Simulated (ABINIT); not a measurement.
Crystal: KPt.

```xyz
2
Lattice="3.0008 0.0000 0.0000 -1.5004 2.5988 0.0000 0.0000 0.0000 5.3456" Properties=species:S:1:pos:R:3 pbc="T T T"
Pt    1.5004    0.8663    0.0000
K     0.0000    0.0000    2.6728
```

The cell comes from a database or a generator and needn't be the stable form of this composition.

```yaml
Program: ABINIT 10.8.3 (patched build)
Task: single point
Functional: PBE
Potentials_or_basis: JTH PAW PBE v2.0
Cutoff: 435 eV
k_mesh: 10 × 10 × 5
Occupations: fermi-dirac, width 0.05 eV
Spin: no spin polarisation
```

On this cell: pressure 0.5 GPa; largest force under 0.003 eV/Å; band gap on the k mesh none (metal or under the smearing width).

The same run follows on a disturbed copy (atoms moved at random, drawn with an rms of 0.05 Å):

```
Pt K
1.0
     3.00085    0.00000    0.00000
    -1.50042    2.59881    0.00000
     0.00000    0.00000    5.34558
Pt K
1 1
Cartesian
  1.5180 0.8983 0.0301
  -0.0547 -0.0349 2.6936
```

Question: What does the disturbed cell give?

Answer: The energy (extrapolated to zero smearing) moves by +1.0 meV/atom; pressure 0.5 GPa; largest force 0.052 eV/Å; band gap on the k mesh none (metal or under the smearing width).

Forces on the atoms (eV/Å):
```
Pt  -0.025 -0.027 -0.036
K    0.025  0.027  0.036
```

Stress tensor (GPa, compression positive):
```
-0.08 -0.35  0.01
-0.35  0.53  0.01
 0.01  0.01  1.09
```
